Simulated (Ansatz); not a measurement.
**SiF under changes of volume**

One of the cells (13.890 Å³/atom); the others are scaled copies at fixed shape and fractional positions:

```xyz
2
Lattice="3.0286 0.0000 0.0000 0.0000 3.0286 0.0000 0.0000 0.0000 3.0286" Properties=species:S:1:pos:R:3 pbc="T T T"
Si    1.5143    1.5143    1.5143
F     0.0000    0.0000    0.0000
```

The cell was built by a generator and needn't be a form met in nature.

| Item | Value |
| --- | --- |
| Program | Ansatz 0.2.0 |
| Functional | PBE |
| Potentials or basis | PseudoDojo standard (PBE files) |
| Cutoff | 1143 eV |
| Density cutoff | 4572 eV |
| k mesh | 9 × 9 × 9 |
| Occupations | fermi-dirac, width 0.05 eV |
| Spin | no spin polarisation |

```tsv
volume (Å³/atom)	energy over the lowest point (meV/atom)	pressure (GPa)
13.056	13.07	5.3
13.334	5.60	3.4
13.612	1.36	1.6
13.890	0.00	0.1
14.168	1.20	-1.3
14.445	4.67	-2.6
14.723	?	?
```

**Question.** What does the run at 14.723 Å³/atom give?

**Answer.** Energy over the lowest point 10.19 meV/atom; pressure -3.7 GPa.

Worked out: A Birch-Murnaghan fit of order 3 (a polynomial in V^(-2/3)) to the other rows has its minimum at 13.89 Å³/atom with B0 = V·E''(V) = 74 GPa and B' = 4.8. It gives 10.18 meV/atom at 14.723 Å³/atom, against the run's 10.19, and -dE/dV = -3.7 GPa, against -3.7.

Energies are extrapolated to zero smearing.

Caveats: an odd number of electrons without spin polarisation forces a metal; a magnetic or distorted state may lie lower.
